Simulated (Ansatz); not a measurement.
Task: an equation of state with a fit of ScAl, space group Pm-3m, with the Python package of Ansatz (0.2.0). Give the script and its output. Settings (first run): PBEsol, PAW files from the folder soft_1, cutoff 500 eV, 9×9×9 k-points, Fermi-Dirac smearing of 0.1 eV.

```
Sc Al
1.0
     3.37035    0.00000    0.00000
     0.00000    3.37035    0.00000
     0.00000    0.00000    3.37035
Sc Al
1 1
Direct
  0.50000 0.50000 0.50000
  0.00000 0.00000 0.00000
```

`scal.py`:
```python
"""Bulk modulus of ScAl from an E(V) curve."""

import ansatz as az
import numpy as np
from scipy.optimize import curve_fit

VECTORS = np.array([
    [3.37034897, 0.0, 0.0],
    [0.0, 3.37034897, 0.0],
    [0.0, 0.0, 3.37034897],
])
SITES = [
    ("Sc", (0.5, 0.5, 0.5)),
    ("Al", (0.0, 0.0, 0.0)),
]


def make_crystal(cell):
    crystal = az.Crystal(lattice=az.Lattice.of(cell))
    for symbol, position in SITES:
        crystal = crystal.atom(symbol, position)
    return crystal

def vinet(v, e0, v0, b0, b1):
    eta = (v / v0) ** (1 / 3)
    return e0 + 2 * b0 * v0 / (b1 - 1) ** 2 * (2 - (5 + 3 * b1 * (eta - 1) - 3 * eta) * np.exp(-1.5 * (b1 - 1) * (eta - 1)))


def main() -> None:
    # scale the volume, keep shape and fractions
    volumes, energies = [], []
    for scale in np.linspace(0.95, 1.07, 5):
        cell = VECTORS * scale ** (1 / 3)
        job = (
            make_crystal(cell).calculation()
            .pseudopotentials("paw", azcp={"folder": "soft_1"})
            .occupations(az.OccupationsMethod.FERMI_DIRAC)  # fractional filling near the Fermi level
            .functional(az.Functional.PBESOL)
            .basis(500)  # cutoff of the orbital basis
            .kpoints(9, 9, 9)  # the mesh must be finer for metals
        )
        report = job.run(threads=1, backend="cpu").report
        volumes.append(abs(np.linalg.det(cell)) / len(SITES))
        energies.append(report["free_energy_ev"] / len(SITES))
        print(f"V = {volumes[-1]:8.4f} A^3/atom  F = {energies[-1]:.5f} eV/atom")

    guess = (min(energies), volumes[int(np.argmin(energies))], 0.5, 4.5)
    (e0, v0, b0, b1), _ = curve_fit(vinet, np.array(volumes), np.array(energies), p0=guess, maxfev=20000)
    print(f"Vinet fit: V0 = {v0:.4f} A^3/atom, B0 = {160.21766 * b0:.1f} GPa, B1 = {b1:.2f}")
    print("largest residual", round(1000 * float(np.abs(vinet(np.array(volumes), e0, v0, b0, b1) - energies).max()), 3), "meV/atom")


if __name__ == "__main__":
    main()
```

```console
$ python scal.py
DeckWarning: soft_1/Sc.paw.azcp: the record states the generating functional pbe (its physics header spells it `PBE`), which answers neither for hamiltonian.xc's functional nor for the pbesol [...]
DeckWarning: soft_1/Al.paw.azcp: the record states the generating functional pbe (its physics header spells it `PBE`), which answers neither for hamiltonian.xc's functional nor for the pbesol [...]
V =  18.1852 A^3/atom  F = -1318.43030 eV/atom
V =  18.7595 A^3/atom  F = -1318.43431 eV/atom
V =  19.3337 A^3/atom  F = -1318.42958 eV/atom
V =  19.9080 A^3/atom  F = -1318.41745 eV/atom
V =  20.4823 A^3/atom  F = -1318.39894 eV/atom
Vinet fit: V0 = 18.7210 A^3/atom, B0 = 79.9 GPa, B1 = 4.15
largest residual 0.012 meV/atom
```
(Warnings from the package without file and line, shortened.)

A third-order Birch-Murnaghan fit through the 5 points (the script's own form differs a little) has its minimum at 18.72 Å³ an atom, 2.2 % below the typed cell, with a bulk modulus of 80 GPa and dB/dP = 4.2. From that minimum the energy rises by 4.0 meV an atom on the compressed side and 35.4 meV on the expanded side. The window is off centre, so dB/dP is rough.

Total energies depend on the potentials; only differences at equal settings carry meaning. Spin is left out of this run. The mesh is modest for a metal, so energies can be off by several to tens of meV an atom and pressures by half a GPa or more; differences at equal mesh fare better. The PAW files read here were made with PBE, not with each functional that runs on them. The structure comes from a database of computed cells and needn't be a stable or known phase. Timing: 6.2 s on 1 thread of Intel(R) Xeon(R) Processor @ 2.30GHz (shared host), peak memory 0.54 GiB.
